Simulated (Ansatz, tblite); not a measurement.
**The cluster NaAu4−: a ladder of methods and basis sets**

An exercise on one series of results from a longer session: the logs are not shown, and one member is left open.

Method: as each input shows; program: Ansatz 0.2.0, Gaussian basis.

Levels to be run: GFN1-xTB, GFN2-xTB, PBE-D4/def2-TZVPD, r2SCAN-D4/def2-TZVPD, LC-ωPBE/def2-TZVPD, BLYP-D4/def2-TZVPD, r2SCAN0-D4/def2-TZVPD, CCSD(T)/def2-SVPD, MP2/def2-TZVPD.

6 further runs of the same task are left out: 6 set aside as unsound or not needed.

### The structure

The geometry is that of the singlet, from an earlier relaxation (PBE-D4/def2-SVPD). At that level it is the lowest of the isomers that a small search found.

5 atoms, charge -1, spin multiplicity 1.

Bond lengths: Na1–Au2 3.005 Å, Na1–Au3 2.936 Å, Na1–Au4 2.723 Å, Au2–Au3 2.611 Å, Au3–Au5 2.585 Å. Angles: Au2–Na1–Au3 52.1°, Au2–Na1–Au4 142.8°, Au3–Na1–Au4 165.1°, Na1–Au2–Au3 62.6°, Na1–Au3–Au2 65.3°, Na1–Au3–Au5 107.6°, Au2–Au3–Au5 172.9°.

Geometry (Å):

```
Na    1.1788    0.0524    0.1010
Au   -0.2556   -2.5621    0.4724
Au   -1.7066   -0.4613   -0.0741
Au    3.6523    1.1903    0.1249
Au   -2.8689    1.7807   -0.6242
```

Au takes a core potential in the def2 sets. No spin-orbit coupling is included. The ion is computed in the gas phase, without counter-ions or solvent.

PBE0-D4/def2-TZVPD was run before; its log isn't repeated, and its numbers join the tables.

The first run:

Tight binding, by tblite at 300 K electronic temperature and without a spin-polarisation term:

```python
tblite.interface.Calculator('GFN1-xTB', numbers, positions, charge=-1, uhf=0).singlepoint()
```

Tight binding, by tblite at 300 K electronic temperature and without a spin-polarisation term:

```python
tblite.interface.Calculator('GFN2-xTB', numbers, positions, charge=-1, uhf=0).singlepoint()
```

start.molden holds the orbitals of an earlier run on this state, given as this run's starting guess.

File in.yaml:

```yaml
crystal:
  periodic: [false, false, false]
  atoms:
    - {symbol: Na, position_ang: [1.178837, 0.052408, 0.101030]}
    - {symbol: Au, position_ang: [-0.255627, -2.562062, 0.472352]}
    - {symbol: Au, position_ang: [-1.706612, -0.461342, -0.074092]}
    - {symbol: Au, position_ang: [3.652318, 1.190346, 0.124894]}
    - {symbol: Au, position_ang: [-2.868925, 1.780650, -0.624173]}
basis:
  gaussian: {orbitals: def2-TZVPD, initial_orbitals: start.molden}
total_charge: -1
hamiltonian: {xc: pbe, dispersion: d4}
scf: {omitted_lower_state_checks: [starts]}
output: {forces: true, orbitals: {seedname: orbitals}}
```

Launch:

```
> ansatz run in.yaml --threads 4 --pin off --events-out ev --progress --plain --max-ram 8704MiB
```

Steps of the session up to this table: PBE-D4/def2-TZVPD; r2SCAN-D4/def2-TZVPD; LC-ωPBE/def2-TZVPD; BLYP-D4/def2-TZVPD; r2SCAN0-D4/def2-TZVPD; CCSD(T)/def2-SVPD; MP2/def2-TZVPD.

One table of the session follows, with a row left open; its other results are not shown here.

It belongs to the step «Levels side by side». 

| level | HOMO (eV) | LUMO (eV) | gap (eV) |
| --- | --- | --- | --- |
| PBE-D4/def2-TZVPD | -1.39 | -0.16 | 1.24 |
| BLYP-D4/def2-TZVPD | -1.31 | -0.11 | 1.20 |
| r2SCAN-D4/def2-TZVPD | -1.53 | -0.02 | 1.51 |
| PBE0-D4/def2-TZVPD | ? | ? | ? |
| r2SCAN0-D4/def2-TZVPD | -2.18 | 0.66 | 2.84 |
| LC-ωPBE/def2-TZVPD | -3.93 | 2.40 | 6.33 |

Q: Estimate the row for PBE0-D4/def2-TZVPD from the others.

**Answer.** HOMO (eV): -2.03; LUMO (eV): 0.60; gap (eV): 2.63. In the column «HOMO (eV)» it lies between r2SCAN0-D4/def2-TZVPD (-2.18) and r2SCAN-D4/def2-TZVPD (-1.53).
